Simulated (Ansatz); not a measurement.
# BaBr: the cost of one run

Computed with Ansatz 0.2.0 (DFT PBE, scalar-relativistic, plane waves, PAW, unless a step's input says otherwise).

### Step 1. The structure to begin with

It takes space group P4/mmm (No. 123, tetragonal). Conventional cell: a = 3.745 Å, b = 3.745 Å, c = 5.116 Å, α = 90.00°, β = 90.00°, γ = 90.00°. Ba (site symmetry 4/mmm) is surrounded by 8 Br at 3.68 Å and 4 Ba at 3.75 Å. Around Br (site symmetry 4/mmm) lie 8 Ba at 3.68 Å and 4 Br at 3.75 Å.

As a file:

```xyz
2
Lattice="3.7454 0.0000 0.0000 0.0000 3.7454 0.0000 0.0000 0.0000 5.1158" Properties=species:S:1:pos:R:3 pbc="T T T"
Ba    0.0000    0.0000    0.0000
Br    1.8727    1.8727    2.5579
```

A structure generator made this guess: species swapped into a database cell of FePt (P4/mmm, No. 123), with Ba on the Fe sites and Br on the Pt sites. Its size is a rough estimate.

### Step 2. The guess as it stands, on a coarse mesh

input.yaml

```yaml
crystal:
  lattice:
    - [3.74541901, 0.0, 0.0]
    - [0.0, 3.74541901, 0.0]
    - [0.0, 0.0, 5.11582845]
  atoms:
    - { symbol: Ba, position: [0.0, 0.0, 0.0] }
    - { symbol: Br, position: [0.5, 0.5, 0.5] }
basis:
  ecutwfc: 420
kpoints:
  mp_grid: { grid: [4, 4, 4] }
hamiltonian:
  xc: pbe
scf:
  occupations: { method: gaussian, width: 0.1 }
  lower_state_search: "off"
output:
  forces: true
  stress: true
  eigenvalues: true
```

Command:

```sh
ansatz run input.yaml --threads 1 --pin off --max-ram 2560MiB --backend cpu --events-out ev --progress --plain --runs-dir out
```

**Question.** How long does this run take on 1 thread of Intel Xeon Platinum 8259CL at 2.50GHz (Skylake/Cascade Lake), shared host, and how much memory does it need?

About 1.6 s, with a peak of 0.38 GiB.
